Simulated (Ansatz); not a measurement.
CH4FOSi, SMILES C[Si](O)F, a polarisability from point charges

Run with the Ansatz DFT code, driven from Python.

The script reads `ch4fosi.xyz`:
```text
8

C    -0.64510    0.82290   -0.01840
Si   -0.22900   -0.91500    0.10940
O     1.13330   -1.14780    0.97080
F     0.16790   -1.43980   -1.36990
H     0.10680    1.44390   -0.51680
H    -0.89100    1.31980    0.95250
H    -1.56940    0.99400   -0.63230
H     2.01870   -1.13500    0.44890
```

Script `field_ch4fosi.py`:
```python
'''Response of CH4FOSi to a pair of distant point charges.'''

import ansatz
import numpy as np

BASIS = 'def2-SVPD'
LEVEL = 'mp2'


def main() -> None:
    mol = ansatz.Crystal.molecule_from_extxyz('ch4fosi.xyz')

    calc = (
        mol.calculation()
        .basis(gaussian=BASIS)
        .correlation(LEVEL)
        .spin('collinear', total=1)
        .forces()
    )
    # charges +q and -q at -R and +R make a nearly even field 2 k q / R^2 at the centre
    centre = np.mean([site.position_ang for site in mol.cartesian_sites], axis=0)
    field = 2 * 14.399645 * 3.0 / 30.0 ** 2


    def dipole(axis, sign):
        arm = 30.0 * np.eye(3)[axis]
        pair = [{'charge': sign * 3.0, 'position_ang': (centre - arm).tolist()}, {'charge': -sign * 3.0, 'position_ang': (centre + arm).tolist()}]
        deck = calc.input().set(ansatz.key.basis.gaussian.point_charges, pair)
        return np.array(ansatz.Session.from_dict(deck).plan().execute().report['charge_distribution']['dipole_moment_e_ang'])


    print(f'field {field:.4f} V/A')
    alpha = np.array([(dipole(axis, 1) - dipole(axis, -1)) / (2 * field) * 14.399645 for axis in range(3)])
    print('polarisability tensor (A^3)')
    print(np.array2string(alpha, precision=3, suppress_small=True))
    print(f'mean {np.trace(alpha) / 3:.3f} A^3 = {np.trace(alpha) / 3 / 0.14818471:.2f} bohr^3')


if __name__ == '__main__':
    main()
```

Output of `python field_ch4fosi.py`:
```text
field 0.0960 V/A
polarisability tensor (A^3)
[[ 6.594 -0.414  0.184]
 [-0.409  6.996 -0.05 ]
 [ 0.179 -0.048  6.086]]
mean 6.559 A^3 = 44.26 bohr^3
```

Reading the output:
- The settings weren't tested for convergence.
- The geometry is a force-field or estimated start, not a minimum of this method, and the basis set is short of its limit. The field of two point charges is only nearly even.
- The species is open-shell (spin multiplicity 2).
- Hardware and time: 54 s on 1 thread of Intel(R) Xeon(R) Platinum 8488C (Sapphire Rapids), on a shared host, peak memory 0.51 GiB.

(Lines on the test bed's own set-up are left out of the output.)
